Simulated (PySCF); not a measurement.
# C8H10S (3-methylthioanisole): the cost of one run

Computed with PySCF 2.14.0 and routines of our own; the level stands in each step. Atoms count from 0.

## Step 1: The starting structure

19 atoms, charge 0, multiplicity 1; geometry from: GFN2-xTB.

## Step 2: Geometry optimisation at PBE0-D3(BJ)/def2-SVP

The job: settings as JSON, then the geometry in Å.

```
{"job": {"xc": "PBE0", "basis": "def2-SVP", "d3": "d3bj", "grid": 2, "kind": "geom"}, "charge": 0, "multiplicity": 1}
C      3.485807    -0.660022    -0.546761
S      1.999816    -1.629990    -0.163152
C      0.698019    -0.432323    -0.136774
C      0.886661     0.927631    -0.324698
C     -0.209663     1.773620    -0.283079
C     -1.478319     1.278705    -0.053995
C     -1.676187    -0.085992     0.140987
C     -3.049661    -0.621550     0.409125
C     -0.581342    -0.930123     0.095386
H      3.677663     0.058196     0.245348
H      3.368568    -0.167689    -1.507785
H      4.298201    -1.378407    -0.597473
H      1.866914     1.339600    -0.501909
H     -0.062815     2.833828    -0.430236
H     -2.323484     1.950817    -0.024577
H     -3.754781    -0.259281    -0.337120
H     -3.052594    -1.708255     0.396910
H     -3.397119    -0.286243     1.386285
H     -0.705487    -1.993272     0.241219
```

Command:

```console
$ OMP_NUM_THREADS=1 python excited_run.py task.json out
```

The driver reads the jobs from task.json and runs them one after another.

Q: Estimate the wall time and peak memory of this first job on 1 thread of Arm Neoverse V2, shared host.

About 51 s, with a peak of 0.83 GiB.
